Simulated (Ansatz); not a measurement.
# B2N2O (element-swapped structure): how the settings move a single-point run

Program: Ansatz 0.2.0. Level of theory: reference: DFT r2SCAN, plane waves, PAW, scalar-relativistic, no spin polarisation. These are calculated values, not measurements.

## (1) The starting structure

Symmetry: Cmc2_1, No. 36, orthorhombic system. Conventional cell: a = 7.822 Å, b = 4.841 Å, c = 4.277 Å, α = 90.00°, β = 90.00°, γ = 90.00°. B (site symmetry 1) has 1 O at 1.44 Å and 3 N at 1.50 to 1.55 Å as nearest neighbours. N (site symmetry 1) is surrounded by 3 B at 1.50 to 1.55 Å. O (site symmetry m) is surrounded by 2 B at 1.44 Å.

As a file:

```xyz
10
Lattice="3.9112 2.4207 0.0000 3.9112 -2.4207 0.0000 0.0000 0.0000 -4.2770" Properties=species:S:1:pos:R:3 pbc="T T T"
B     1.3791    0.7306   -3.0375
B     6.4434   -0.7306   -0.8990
B     6.4434    0.7306   -3.0375
B     1.3791   -0.7306   -0.8990
N     1.7053    0.5858   -1.5312
N     6.1172   -0.5858   -3.6697
N     6.1172    0.5858   -1.5312
N     1.7053   -0.5858   -3.6697
O     3.9112   -1.3846   -3.2933
O     3.9112    1.3846   -1.1548
```

## (2) The reference run

Contents of input.yaml:

```yaml
crystal:
  lattice:
    - [3.911234, 2.420693, 0.0]
    - [3.911234, -2.420693, 0.0]
    - [0.0, 0.0, -4.277014]
  atoms:
    - { symbol: B, position: [0.3272, 0.0254, 0.7102] }
    - { symbol: B, position: [0.6728, 0.9746, 0.2102] }
    - { symbol: B, position: [0.9746, 0.6728, 0.7102] }
    - { symbol: B, position: [0.0254, 0.3272, 0.2102] }
    - { symbol: "N", position: [0.339, 0.097, 0.358] }
    - { symbol: "N", position: [0.661, 0.903, 0.858] }
    - { symbol: "N", position: [0.903, 0.661, 0.358] }
    - { symbol: "N", position: [0.097, 0.339, 0.858] }
    - { symbol: O, position: [0.214, 0.786, 0.77] }
    - { symbol: O, position: [0.786, 0.214, 0.27] }
  symmetry: { tolerance: 0.0003 }
kpoints:
  mp_grid: { grid: [5, 5, 4], shift: [0, 0, 0] }
magnetization:
  spin_polarized: false
scf:
  occupations: { method: fermi_dirac, width: 0.1258 }
hamiltonian:
  pseudopotentials: { kind: paw }
  xc: r2scan
basis:
  ecutwfc: 500
output:
  forces: true
  stress: true
  eigenvalues: true
```

The run is started by

```sh
> ansatz run input.yaml --threads 1 --pin off --max-ram 2560MiB --backend cpu --events-out ev --progress --plain --runs-dir out
```

Q: Estimate wall time and peak memory on 1 thread of an Arm CPU, shared host.

About 13 s, with a peak of 0.48 GiB.
